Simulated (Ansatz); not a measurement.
# CH5BO2 (SMILES COBO): BCCD(T)/cc-pVDZ

Aim: the vertical ionisation energy of CH5BO2 at BCCD(T)/cc-pVDZ, from 2 runs. 

The results are computed with Ansatz 0.2.0.

70 further runs of the same task are left out: 70 set aside as unsound or not needed.

### Step 1. The system as given

The species is CH5BO2 (9 atoms), meant as a singlet with charge 0. SMILES: `COBO`. The shape is that of a PBE0-D4/def2-TZVP optimisation. This is one conformer, not always the lowest.

Bond lengths: C1–O2 1.410 Å, O2–B3 1.356 Å, B3–O4 1.356 Å, C1–H5 1.094 Å, C1–H6 1.092 Å, C1–H7 1.092 Å, B3–H8 1.199 Å, O4–H9 0.962 Å. Some angles: C1–O2–B3 121.7°, O2–B3–O4 119.6°, O2–C1–H5 111.5°, O2–C1–H6 109.2°, O2–C1–H7 109.3°, O2–B3–H8 121.8°, O4–B3–H8 118.6°, B3–O4–H9 112.1°, H5–C1–H6 109.1°, H5–C1–H7 109.0°.

### Step 2. The energy at BCCD(T)/cc-pVDZ

The input, in.yaml:

```yaml
crystal:
  periodic: [false, false, false]
  atoms:
    - {symbol: C, position_ang: [0.281800, 0.801900, -1.057400]}
    - {symbol: O, position_ang: [-0.113500, 0.454800, 0.251000]}
    - {symbol: B, position_ang: [-0.134900, -0.834100, 0.671600]}
    - {symbol: O, position_ang: [-0.524600, -1.118500, 1.938500]}
    - {symbol: H, position_ang: [0.568100, -0.079800, -1.637600]}
    - {symbol: H, position_ang: [1.131400, 1.486400, -1.006200]}
    - {symbol: H, position_ang: [-0.544800, 1.307500, -1.561700]}
    - {symbol: H, position_ang: [0.183900, -1.738400, -0.047600]}
    - {symbol: H, position_ang: [-0.758900, -0.326300, 2.432200]}
basis:
  gaussian: {orbitals: cc-pVDZ}
correlation: {method: bccd_t, frozen_orbitals: {B: 1, C: 1, H: 0, O: 1}}
accuracy: high
scf: {omitted_lower_state_checks: [cluster_reference, increment]}
```

Launch:

```bash
$ ansatz run in.yaml --threads 1 --pin off --max-ram 3480MiB --events-out events.jsonl --progress --plain --runs-dir runs
```

Standard output:

```text
Warning: RAYON_NUM_THREADS=1 ignored (pool sized by the plan → 1); use --threads N
Functional definition: HF
  name "HF"
  exchange = exact_x
  correlation = 0
these checks for a lower state are left out or cut short: cluster_reference, increment
1902 factors; integrals over basis functions are off by at most 5.7e-9 eV
mean field evaluation 1: about -5855.6395 eV, gradient 3.7e1 eV
mean field evaluation 2: about -5855.6423 eV, gradient 3.7e1 eV
mean field evaluation 4: about -5858.4661 eV, gradient 3.1e0 eV
mean field evaluation 8: about -5858.4959 eV, gradient 1.3e-1 eV
mean field -5858.49593001 eV, -215.2957543966 hartree, gradient 1.6e-8 eV, S^2 0.000000; 0 other end points of the search recorded, 0 dependent functions left out
4 core orbitals not correlated: weight in the atoms' cores, before any rotation towards them, 1.000 or more for the frozen orbitals, at most 0.000 for the correlated occupied ones
reference -5858.49593001 eV, -215.2957543966 hartree; 12, 12 occupied and 65, 65 virtual orbitals, 1902 factors
second order -16.30454653 eV of doubles, -0.00000000 eV of singles
cycle   1  -16.72938098 eV  change   -4.2e-1 eV  update   9.3e-2
cycle   2  -17.11091307 eV  change   -3.8e-1 eV  update   2.7e-2
cycle   3  -17.21648781 eV  change   -1.1e-1 eV  update   1.6e-2
cycle   4  -17.20692298 eV  change    9.6e-3 eV  update   4.0e-3
cycle   5  -17.20308609 eV  change    3.8e-3 eV  update   1.5e-3
cycle   6  -17.20301290 eV  change    7.3e-5 eV  update   4.4e-4
cycle   7  -17.20275512 eV  change    2.6e-4 eV  update   1.5e-4
cycle   8  -17.20262961 eV  change    1.3e-4 eV  update   3.8e-5
cycle   9  -17.20261502 eV  change    1.5e-5 eV  update   1.5e-5
cycle  10  -17.20261846 eV  change   -3.4e-6 eV  update   4.7e-6
cycle  11  -17.20261779 eV  change    6.6e-7 eV  update   2.2e-6
cycle  12  -17.20262036 eV  change   -2.6e-6 eV  update   7.7e-7
cycle  13  -17.20262073 eV  change   -3.7e-7 eV  update   2.4e-7
cycle  14  -17.20262104 eV  change   -3.1e-7 eV  update   9.5e-8
cycle  15  -17.20262109 eV  change   -5.3e-8 eV  update   3.8e-8
cycle  16  -17.20262110 eV  change   -3.4e-9 eV  update   2.3e-8
cycle  17  -17.20262112 eV  change   -2.6e-8 eV  update   1.1e-7
cycle  18  -17.20262112 eV  change    1.8e-9 eV  update   2.3e-8
cycle  19  -17.20262112 eV  change   -5.4e-9 eV  update   6.1e-9
cycle  20  -17.20262112 eV  change   3.7e-11 eV  update   2.1e-9
perturbative correction -0.46236945 eV, -0.0169917638 hartree
Total energy: -5876.16092058 eV, -215.9449308264 hartree
Checks for a lower state left out: cluster_reference, increment
```

Run time: 21 s. Hardware: 1 thread of Arm Neoverse V2, shared host; peak memory 0.62 GiB.

### Step 3. The doublet cation at the same level

The input, job.yaml:

```yaml
crystal:
  periodic: [false, false, false]
  atoms:
    - symbol: C
      position_ang: [0.281800, 0.801900, -1.057400]
    - symbol: O
      position_ang: [-0.113500, 0.454800, 0.251000]
    - symbol: B
      position_ang: [-0.134900, -0.834100, 0.671600]
    - symbol: O
      position_ang: [-0.524600, -1.118500, 1.938500]
    - symbol: H
      position_ang: [0.568100, -0.079800, -1.637600]
    - symbol: H
      position_ang: [1.131400, 1.486400, -1.006200]
    - symbol: H
      position_ang: [-0.544800, 1.307500, -1.561700]
    - symbol: H
      position_ang: [0.183900, -1.738400, -0.047600]
    - symbol: H
      position_ang: [-0.758900, -0.326300, 2.432200]
basis:
  gaussian:
    orbitals: cc-pVDZ
total_charge: 1
magnetization:
  spin_polarized: true
  initial_magnetization: 1
correlation:
  method: bccd_t
  frozen_orbitals: {B: 1, C: 1, H: 0, O: 1}
accuracy: high
scf:
  omitted_lower_state_checks: [cluster_reference, increment]
```

Launch:

```bash
$ ansatz run job.yaml --threads 1 --pin off --max-ram 3480MiB --events-out events.jsonl --progress --plain --runs-dir runs
```

Standard output:

```text
Warning: RAYON_NUM_THREADS=1 ignored (pool sized by the plan → 1); use --threads N
[... 4 set-up lines as earlier in the session ...]
these checks for a lower state are left out or cut short: cluster_reference, increment
1901 factors; integrals over basis functions are off by at most 5.7e-9 eV
mean field evaluation 1: about -5840.8628 eV, gradient 3.8e1 eV
mean field evaluation 2: about -5840.9964 eV, gradient 3.8e1 eV
mean field evaluation 4: about -5847.4203 eV, gradient 4.2e0 eV
mean field evaluation 8: about -5848.2228 eV, gradient 4.6e-1 eV
mean field evaluation 16: about -5848.2359 eV, gradient 5.4e-6 eV
mean field evaluation 32: about -5847.9638 eV, gradient 1.7e0 eV
mean field evaluation 64: about -5847.8888 eV, gradient 2.5e0 eV
mean field -5848.23592614 eV, -214.9187062089 hartree, gradient 4.5e-8 eV, S^2 0.771996; 7 other end points of the search recorded, 0 dependent functions left out
4 core orbitals not correlated: weight in the atoms' cores, before any rotation towards them, 1.000 or more for the frozen orbitals, at most 0.000 for the correlated occupied ones
reference -5848.23592614 eV, -214.9187062089 hartree; 12, 11 occupied and 65, 66 virtual orbitals, 1901 factors
second order -15.15268871 eV of doubles, -0.00000000 eV of singles
cycle   1  -15.79809069 eV  change   -6.5e-1 eV  update   1.2e-1
cycle   2  -16.26307184 eV  change   -4.6e-1 eV  update   4.5e-2
cycle   3  -16.45627595 eV  change   -1.9e-1 eV  update   4.6e-2
cycle   4  -16.48505378 eV  change   -2.9e-2 eV  update   2.8e-2
cycle   5  -16.45675449 eV  change    2.8e-2 eV  update   1.9e-2
cycle   6  -16.44665111 eV  change    1.0e-2 eV  update   1.0e-2
cycle   7  -16.44946904 eV  change   -2.8e-3 eV  update   6.8e-3
cycle   8  -16.44880410 eV  change    6.6e-4 eV  update   4.5e-3
cycle   9  -16.45086569 eV  change   -2.1e-3 eV  update   2.5e-3
cycle  10  -16.45066283 eV  change    2.0e-4 eV  update   1.3e-3
cycle  11  -16.44908974 eV  change    1.6e-3 eV  update   6.2e-4
cycle  12  -16.44974071 eV  change   -6.5e-4 eV  update   2.0e-4
cycle  13  -16.44981335 eV  change   -7.3e-5 eV  update   9.9e-5
cycle  14  -16.44982045 eV  change   -7.1e-6 eV  update   5.4e-5
cycle  15  -16.44972813 eV  change    9.2e-5 eV  update   2.5e-5
cycle  16  -16.44976302 eV  change   -3.5e-5 eV  update   1.6e-5
cycle  17  -16.44976505 eV  change   -2.0e-6 eV  update   1.3e-5
cycle  18  -16.44977056 eV  change   -5.5e-6 eV  update   1.2e-5
cycle  19  -16.44977354 eV  change   -3.0e-6 eV  update   1.0e-5
cycle  20  -16.44976440 eV  change    9.1e-6 eV  update   7.9e-6
cycle  21  -16.44976316 eV  change    1.2e-6 eV  update   4.7e-6
cycle  22  -16.44976504 eV  change   -1.9e-6 eV  update   3.2e-6
cycle  23  -16.44976632 eV  change   -1.3e-6 eV  update   2.0e-6
cycle  24  -16.44976718 eV  change   -8.5e-7 eV  update   1.2e-6
cycle  25  -16.44976778 eV  change   -6.0e-7 eV  update   6.1e-7
cycle  26  -16.44976719 eV  change    5.8e-7 eV  update   3.3e-7
cycle  27  -16.44976746 eV  change   -2.7e-7 eV  update   2.0e-7
cycle  28  -16.44976750 eV  change   -3.7e-8 eV  update   1.4e-7
cycle  29  -16.44976748 eV  change    1.3e-8 eV  update   1.1e-7
cycle  30  -16.44976746 eV  change    2.4e-8 eV  update   7.8e-8
cycle  31  -16.44976746 eV  change    3.0e-9 eV  update   5.3e-8
cycle  32  -16.44976741 eV  change    4.6e-8 eV  update   1.0e-7
cycle  33  -16.44976740 eV  change    8.8e-9 eV  update   3.6e-8
cycle  34  -16.44976739 eV  change    1.3e-8 eV  update   1.8e-8
cycle  35  -16.44976738 eV  change    1.2e-8 eV  update   1.1e-8
cycle  36  -16.44976737 eV  change    3.2e-9 eV  update   8.1e-9
cycle  37  -16.44976737 eV  change    1.3e-9 eV  update   6.8e-9
cycle  38  -16.44976737 eV  change  -6.7e-10 eV  update   5.6e-9
cycle  39  -16.44976737 eV  change  -4.1e-10 eV  update   4.1e-9
cycle  40  -16.44976737 eV  change   1.6e-10 eV  update   3.2e-9
cycle  41  -16.44976737 eV  change    1.4e-9 eV  update   2.7e-9
perturbative correction -0.53381714 eV, -0.0196174182 hartree
Total energy: -5865.21951065 eV, -215.5428414280 hartree
Checks for a lower state left out: cluster_reference, increment
```

Run time: 1.8 min. Hardware: 1 thread of Arm Neoverse V2, shared host; peak memory 1.2 GiB.

### Step 4. Outcome

At BCCD(T)/cc-pVDZ, 4 core orbitals frozen:

| quantity | value |
| --- | --- |
| singlet CH5BO2: total energy | -215.94493 Eh |
| singlet CH5BO2: correlation energy (4 core orbitals frozen) | -649.2 mEh |
| singlet CH5BO2: (T) correction | -16.99 mEh |
| doublet cation: total energy | -215.54284 Eh |
| doublet cation: correlation energy (4 core orbitals frozen) | -624.1 mEh |
| doublet cation: (T) correction | -19.62 mEh |
| doublet cation: ⟨S²⟩ of the reference determinant | 0.772 |
| vertical ionisation energy (to the doublet cation) | 10.941 eV |

What this shows: Removing an electron at fixed nuclei costs 10.94 eV (252 kcal/mol). The triples (singlet CH5BO2) make up 2.6 % of the correlation energy. The triples (doublet cation) make up 3.1 % of the correlation energy.
